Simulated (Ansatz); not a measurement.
**BBrFHO: basis-set convergence**

The task here is to estimate one member of a computed series from the others.

Method: one geometry, several basis sets; program: Ansatz 0.2.0, Gaussian basis.

Plan: PBE0-D4/def2-SVP; ωB97M-V/def2-SVP; PBE0-D4/def2-QZVPP; ωB97M-V/def2-QZVPP; the functionals' def2-TZVPP values are taken from earlier runs.

### Structure used throughout

All runs share one geometry, relaxed beforehand with PBE0-D4 in a triple-zeta def2 set.

SMILES `OB(F)Br`, 5 atoms, charge 0, spin multiplicity 1.

Atoms are counted from 1 here; the program's logs count them from 0.

Bond lengths: O1–B2 1.340 Å, O1–H5 0.960 Å, B2–F3 1.314 Å, B2–Br4 1.930 Å. Angles: B2–O1–H5 114.0°, O1–B2–F3 119.1°, O1–B2–Br4 122.4°, F3–B2–Br4 118.5°.

Geometry (Å):

```xyz
5
charge 0, multiplicity 1
O     0.56952    0.86716    0.32026
B     0.06662   -0.36370    0.15578
F     0.50760   -1.34170    0.91405
Br   -1.28875   -0.75905   -1.15961
H     0.19490    1.52359   -0.27187
```

Set-up of the first run:

in.yaml reads:

```yaml
crystal:
  periodic: [false, false, false]
  atoms:
    - {symbol: O, position_ang: [0.569516, 0.867155, 0.320255]}
    - {symbol: B, position_ang: [0.066624, -0.363697, 0.155783]}
    - {symbol: F, position_ang: [0.507601, -1.341696, 0.914049]}
    - {symbol: Br, position_ang: [-1.288745, -0.759049, -1.159612]}
    - {symbol: H, position_ang: [0.194905, 1.523587, -0.271875]}
basis:
  gaussian: {orbitals: def2-SVP}
hamiltonian: {xc: pbe0, dispersion: d4}
output: {orbitals: {seedname: orbitals}}
```

Steps of the session up to this table: PBE0-D4 in def2-SVP; ωB97M-V in def2-SVP; PBE0-D4 in def2-QZVPP; ωB97M-V in def2-QZVPP.

One of the session's tables, all rows but one given; the rest of the session is left out.

It belongs to the step «Density functionals: the series». 

```
functional       basis  HOMO (eV)  LUMO (eV)
   PBE0-D4    def2-SVP      -8.67       0.51
   PBE0-D4  def2-TZVPP      -8.82       0.24
   PBE0-D4  def2-QZVPP      -8.84       0.18
   ωB97M-V    def2-SVP          ?          ?
   ωB97M-V  def2-TZVPP     -11.08       1.80
   ωB97M-V  def2-QZVPP     -11.10       1.55
```

**Question.** Estimate the row for ωB97M-V, def2-SVP.

As computed: HOMO (eV): -10.90; LUMO (eV): 2.71. In the column «HOMO (eV)» it lies between ωB97M-V, def2-TZVPP (-11.08) and PBE0-D4, def2-QZVPP (-8.84).
